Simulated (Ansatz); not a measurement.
# NiO2: a trial structure relaxed

Where does NiO2 go from the start given, anti-cuprite type (Pn-3m, No. 224)?

The COD entry's cell or inner coordinates are ideal or old and differ from later refinements, so a difference from it is no clean test against experiment.

Method: DFT r2SCAN, scalar-relativistic, plane waves, PAW, in Ansatz 0.2.0.

1 further run of the same task is left out (it didn't finish).

## (1) Starting point

The structure is cubic, space group Pn-3m (No. 224). Conventional cell: a = 4.385 Å, b = 4.385 Å, c = 4.385 Å, α = 90.00°, β = 90.00°, γ = 90.00°. Around Ni (site symmetry -43m) lie 4 O at 1.90 Å. Around O (site symmetry -3m) lie 2 Ni at 1.90 Å.

Structure file:

```cif
data_structure
_symmetry_space_group_name_H-M 'P 1'
_symmetry_Int_Tables_number 1
_cell_length_a 4.3853
_cell_length_b 4.3853
_cell_length_c 4.3853
_cell_angle_alpha 90.000
_cell_angle_beta 90.000
_cell_angle_gamma 90.000
_cell_volume 84.33
loop_
_atom_site_label
_atom_site_type_symbol
_atom_site_fract_x
_atom_site_fract_y
_atom_site_fract_z
_atom_site_occupancy
Ni1 Ni 0.00000 0.00000 0.00000 1
Ni2 Ni 0.50000 0.50000 0.50000 1
O1 O 0.25000 0.25000 0.25000 1
O2 O 0.25000 0.75000 0.75000 1
O3 O 0.75000 0.75000 0.25000 1
O4 O 0.75000 0.25000 0.75000 1
```

(A quick probe on a coarse mesh, which set the mesh and smearing, is not shown.)

## (3) Rough relaxation on the coarse mesh

Contents of input.yaml:

```yaml
crystal:
  lattice:
    - [4.3852570779, 0.0, 0.0]
    - [0.0, 4.3852570779, 0.0]
    - [0.0, 0.0, 4.3852570779]
  atoms:
    - { symbol: Ni, position: [0.0, 0.0, 0.0], spin: 2.11 }
    - { symbol: Ni, position: [0.5, 0.5, 0.5], spin: 2.11 }
    - { symbol: O, position: [0.25, 0.25, 0.25], spin: 1.03 }
    - { symbol: O, position: [0.25, 0.75, 0.75], spin: 1.03 }
    - { symbol: O, position: [0.75, 0.75, 0.25], spin: 1.03 }
    - { symbol: O, position: [0.75, 0.25, 0.75], spin: 1.03 }
basis:
  ecutwfc: 500
kpoints:
  mp_grid: { grid: [4, 4, 4] }
hamiltonian:
  xc: r2scan
scf:
  occupations: { method: gaussian, width: 0.1 }
  lower_state_search: "off"
output:
  forces: true
  stress: true
  eigenvalues: true
  populations: true
magnetization:
  spin_polarized: true
relax:
  adjacent_minimum: "off"
  f_tol: 0.04
  max_steps: 70
  cell: { stress_tol: 0.4 }
```

Launch:

```bash
$ ansatz run input.yaml --threads 1 --pin off --max-ram 2560MiB --backend cpu --events-out ev --progress --plain --runs-dir out
```

The session goes on with these runs: full relaxation.

Q: Predict the outcome of this session.

As calculated:

Formation energies count from the elements, computed with the same settings in runs not shown here.

```
                          quantity                                                                      value
                              cell  a = 4.151 Å, b = 4.151 Å, c = 4.151 Å, α = 90.00°, β = 90.00°, γ = 90.00°
                       space group                                                            Pn-3m (No. 224)
                            volume                                                              11.92 Å³/atom
                   gap on the mesh                                                               none (metal)
formation energy from the elements                                                             -0.211 eV/atom
                    largest moment                                                                    1.98 μB
```

What this shows: The space group stayed Pn-3m, and from the first guess the volume went from 14.06 to 11.92 Å³/atom. With -0.21 eV/atom it lies under the elements, which doesn't yet make it stable against other compounds of them. Other magnetic orders or occupations could lie lower; they were not searched in full.
